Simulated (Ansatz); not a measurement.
# Cl2FH5Si2: the cost of one run

All numbers below are computed with Ansatz 0.2.0 (RKS PBE0-D4/def2-SVP).

### Step 1. The structure to begin with

Bond lengths: Si1–Cl3 2.130 Å, Si1–Si4 2.218 Å, Si4–H5 1.460 Å, Si4–H6 1.460 Å, Si4–H7 1.460 Å, Si1–Cl8 2.128 Å, Si1–F9 1.890 Å. Angles: Cl3–Si1–Si4 109.5°, Cl3–Si1–Cl8 109.5°, Cl3–Si1–F9 67.2°, Si4–Si1–Cl8 109.5°, Si4–Si1–F9 176.6°, Cl8–Si1–F9 72.8°, Si1–Si4–H5 109.5°, Si1–Si4–H6 109.5°, Si1–Si4–H7 109.5°, H5–Si4–H6 109.4°, H5–Si4–H7 109.4°, H6–Si4–H7 109.4°.

Coordinates:

```xyz
10

Si    0.0000    0.0000    0.0000
H     0.0000    0.0000    1.8100
Cl    2.0086    0.0000   -0.7093
Si   -1.0456    1.8115   -0.7393
H    -2.4302    1.4780   -1.0607
H    -1.0215    2.8436    0.2931
H    -0.3743    2.3069   -1.9374
Cl   -1.0032   -1.7381   -0.7093
F     0.9864   -1.4980    0.5960
H     0.5354   -0.8131    1.6930
```

### Step 2. A restrained relaxation towards end A

Springs on the bonds that form and break draw the guess towards this end; the thresholds are loose.

input.yaml

```yaml
crystal:
  periodic: [false, false, false]
  atoms:
    - { symbol: Si, position_ang: [0.0, 0.0, 0.0] }
    - { symbol: H, position_ang: [0.0, 0.0, 1.81] }
    - { symbol: Cl, position_ang: [2.0086, 0.0, -0.7093] }
    - { symbol: Si, position_ang: [-1.0456, 1.8115, -0.7393] }
    - { symbol: H, position_ang: [-2.4302, 1.478, -1.0607] }
    - { symbol: H, position_ang: [-1.0215, 2.8436, 0.2931] }
    - { symbol: H, position_ang: [-0.3743, 2.3069, -1.9374] }
    - { symbol: Cl, position_ang: [-1.0032, -1.7381, -0.7093] }
    - { symbol: F, position_ang: [0.9864, -1.498, 0.596] }
    - { symbol: H, position_ang: [0.5354, -0.8131, 1.693] }
basis:
  gaussian: { orbitals: def2-SVP }
hamiltonian:
  xc: pbe0
  dispersion: d4
relax:
  f_tol: 0.15
  max_steps: 25
  restrain:
    - { distance: [0, 8], at: 2.79, k: 30.0 }
    - { distance: [9, 1], at: 1.86, k: 30.0 }
    - { distance: [0, 1], at: 1.46, k: 30.0 }
    - { distance: [9, 8], at: 0.92, k: 30.0 }
output:
  orbitals: {}
```

The run is started by

```console
ansatz run input.yaml --threads 2 --pin off --max-ram 3072MiB --backend cpu --events-out ev --progress --plain --runs-dir out
```

Q: Estimate wall time and peak memory on 2 threads of Arm Neoverse V2, shared host.

About 27 s, with a peak of 0.28 GiB.
